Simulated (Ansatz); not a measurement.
# SiGe2H (quartet): wave-function methods side by side at a displaced geometry (v2), cc-pVDZ

One table from this session's results is given with a row withheld; the runs are named, their logs left out.

Method: cc-pVDZ, core rule «outside noble gas», up to 33 orbitals frozen; program: Ansatz 0.2.0, Gaussian basis.

To be run: UHF; CCSD(T) on ROHF; CCSD(T) on UHF; BCCD(T) on ROHF; CISD; CCSDT(Q) on ROHF; CCSDT(Q) on UHF.

28 further runs of the same task are left out: 19 that didn't finish, 9 set aside as unsound or not needed.

**The geometry**

The geometry is a PBE0/def2-TZVP stationary point (not a proven minimum) with its atoms shifted at random (size 0.100 Å). No spin-orbit coupling is included. The filled d shell of Ge may be among the frozen orbitals whatever the setting's name suggests; the logs give the count.

4 atoms, charge 0, spin multiplicity 4.

Atoms are counted from 1 here; the program's logs count them from 0.

Bond lengths: Ge1–Si2 2.338 Å, Si2–Ge3 2.324 Å, Si2–H4 1.664 Å, Ge3–H4 1.771 Å. Angles: Ge1–Si2–Ge3 167.7°, Ge1–Si2–H4 119.2°, Ge3–Si2–H4 49.4°, Si2–Ge3–H4 45.5°, Si2–H4–Ge3 85.1°.

Set-up of the first run:

Input file in.yaml:

```yaml
crystal:
  periodic: [false, false, false]
  atoms:
    - {symbol: Ge, position_ang: [0.064552, -0.207257, 2.560172]}
    - {symbol: Si, position_ang: [-0.100303, -0.445012, 0.240547]}
    - {symbol: Ge, position_ang: [-0.023703, -0.247098, -2.073966]}
    - {symbol: H, position_ang: [0.059454, 0.899367, -0.726752]}
basis:
  gaussian: {orbitals: cc-pVDZ}
magnetization: {spin_polarized: true, initial_magnetization: 3}
hamiltonian: {xc: hf}
output: {orbitals: {seedname: orbitals}}
```

Run with:

```
$ ansatz run in.yaml --threads 1 --pin off --events-out ev --progress --plain --max-ram 2393MiB
```

Steps of the session up to this table: UHF; CCSD(T) on ROHF; CCSD(T) on UHF; BCCD(T) on ROHF; CISD; CCSDT(Q) on ROHF; CCSDT(Q) on UHF.

One of the session's tables, all rows but one given; the rest of the session is left out.

```
   method  from RCCSDT(Q) (meV)
     ROHF               +7461.1
      UHF               +7259.5
     RMP2               +1547.1
     UMP2               +1600.1
     CISD               +1258.9
    RCCSD                +452.1
    UCCSD                +440.7
 RCCSD(T)                 +92.9
 UCCSD(T)                 +90.1
  BCCD(T)                     ?
   RCCSDT                 +31.7
   UCCSDT                 +25.3
RCCSDT(Q)                     0
UCCSDT(Q)                  -7.9
```

Q: Estimate the row for BCCD(T) from the others.

The run gave: from RCCSDT(Q) (meV): +91.7. In the column «from RCCSDT(Q) (meV)» it lies between UCCSD(T) (+90.1) and RCCSD(T) (+92.9).

To keep in mind: Restricted and unrestricted rows rest on different reference determinants; where their highest levels disagree by more than a few hundredths of an eV, they describe different states and don't form one ladder.
